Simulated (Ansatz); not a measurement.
# AlGeF+ (doublet): the correlation ladder, cc-pVDZ

One table from this session's results is given with a row withheld; the runs are named, their logs left out.

Program: Ansatz 0.2.0, Gaussian basis. Level of theory: cc-pVDZ, core rule «outside noble gas», up to 20 orbitals frozen. These are calculated values, not measurements.

Plan: UHF; CCSD(T) on ROHF; CCSD(T) on UHF; BCCD(T) on ROHF; CISD; CCSDT(Q) on ROHF; CCSDT(Q) on UHF.

32 further runs of the same task are left out: 6 for a known fault of the program, 1 for a mislabelled method, 15 that didn't finish, 10 set aside as unsound or not needed.

## The system

The geometry is a PBE0/def2-TZVP stationary point (not a proven minimum) of the parent state, kept for this charge and spin. No spin-orbit coupling is included. The filled d shell of Ge may be among the frozen orbitals whatever the setting's name suggests; the logs give the count.

3 atoms, charge 1, spin multiplicity 2.

Atoms are counted from 1 here; the program's logs count them from 0.

Bond lengths: Al1–Ge2 2.422 Å, Al1–F3 1.649 Å. Angles: Ge2–Al1–F3 180.0°.

Set-up of the first run:

The input, in.yaml:

```yaml
crystal:
  periodic: [false, false, false]
  atoms:
    - {symbol: Al, position_ang: [0.000000, 0.000000, 0.257800]}
    - {symbol: Ge, position_ang: [0.000000, 0.000000, -2.164500]}
    - {symbol: F, position_ang: [0.000000, 0.000000, 1.906700]}
basis:
  gaussian: {orbitals: cc-pVDZ}
total_charge: 1
magnetization: {spin_polarized: true, initial_magnetization: 1}
hamiltonian: {xc: hf}
output: {orbitals: {seedname: orbitals}}
```

Run with:

```sh
$ ansatz run in.yaml --threads 1 --pin off --events-out ev --progress --plain --max-ram 2393MiB
```

Steps of the session up to this table: UHF; CCSD(T) on ROHF; CCSD(T) on UHF; BCCD(T) on ROHF; CISD; CCSDT(Q) on ROHF; CCSDT(Q) on UHF.

One table of the session follows, with a row left open; its other results are not shown here.

It belongs to the step «Misses and costs». 

```
   method  from UCCSDT(Q) (meV)
     ROHF               +8514.7
      UHF               +8438.2
     RMP2                +843.3
     UMP2                +849.6
     CISD                     ?
    RCCSD                +242.3
    UCCSD                +237.7
 RCCSD(T)                 +51.0
 UCCSD(T)                 +48.7
  BCCD(T)                 +45.8
   RCCSDT                 +22.7
   UCCSDT                 +20.2
RCCSDT(Q)                  +6.5
UCCSDT(Q)                     0
```

Q: Estimate the row for CISD from the others.

**Answer.** from UCCSDT(Q) (meV): +986.7. In the column «from UCCSDT(Q) (meV)» it lies between UMP2 (+849.6) and UHF (+8438.2).

Limits of these values: Restricted and unrestricted rows rest on different reference determinants; where their highest levels disagree by more than a few hundredths of an eV, they describe different states and don't form one ladder.
